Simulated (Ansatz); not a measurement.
HfC, space group Fm-3m, a convergence test of the k-point mesh

Computed with Ansatz's Python interface.

`hfc.xyz`
```text
2
Lattice="0.0 2.325 2.325 2.325 0.0 2.325 2.325 2.325 0.0" Properties=species:S:1:pos:R:3 pbc="T T T"
Hf    2.32500000    2.32500000    2.32500000
C     0.00000000    0.00000000    0.00000000
```

Interactive session:
```pycon
>>> import ansatz
>>> xtal = ansatz.Crystal.from_extxyz("hfc.xyz")
>>> job = (
...     xtal.calculation()
...     .functional(ansatz.Functional.PBESOL, dispersion="d4")
...     .occupations(ansatz.OccupationsMethod.FERMI_DIRAC, width=0.05)
...     .scf(tolerance=1e-09)
... )
>>> rows = []
>>> for value in [1.0, 0.6, 0.4, 0.3]:
...     data = job.kpoints(spacing=value).run(threads=1).report
...     rows.append((value, data["free_energy_ev"] / len(data["lattice"]["sites"]), data["n_iterations"], data["n_kpoints"]))
...
DeckWarning: basis.ecutwfc = 420 eV, auto-derived from the records' recommended cutoffs: set by Hf (normal level)
>>> print("spacing (1/A)   F/atom (eV)    iterations      k-points")
spacing (1/A)   F/atom (eV)    iterations      k-points
>>> for row in rows:
...     print(f"{str(row[0]):>12s}  {row[1]:12.5f}  {row[2]:12d}  {row[3]:12d}")
...
         1.0   -7923.38837             7             4
         0.6   -7923.45810             7             8
         0.4   -7923.48354             7            16
         0.3   -7923.48832             7            29
>>> # the last row is the reference
>>> for row in rows[:-1]:
...     shift = 1000 * (row[1] - rows[-1][1])
...     print(f"{row[0]}: {shift:+.2f} meV/atom" + ("  (within 1 meV)" if abs(shift) < 1 else ""))
...
1.0: +99.95 meV/atom
0.6: +30.22 meV/atom
0.4: +4.78 meV/atom
```

The run is spin-unpolarised. Dispersion corrections can be off by several per cent in the lattices of metals, and by several GPa in the pressure at a fixed cell. Spin-orbit coupling, which matters for elements this heavy, is left out. The starting cell is as deposited in a crystallographic database; the results hold for this polymorph, which needn't be the stable one. Warnings are shown shortened and without file and line. Shifts are counted from the finest mesh, which is itself no proven limit. Processor time in the engine: 3.2 s on 1 thread of Intel(R) Xeon(R) Processor @ 2.30GHz, with other jobs on the host, peak memory 0.46 GiB.
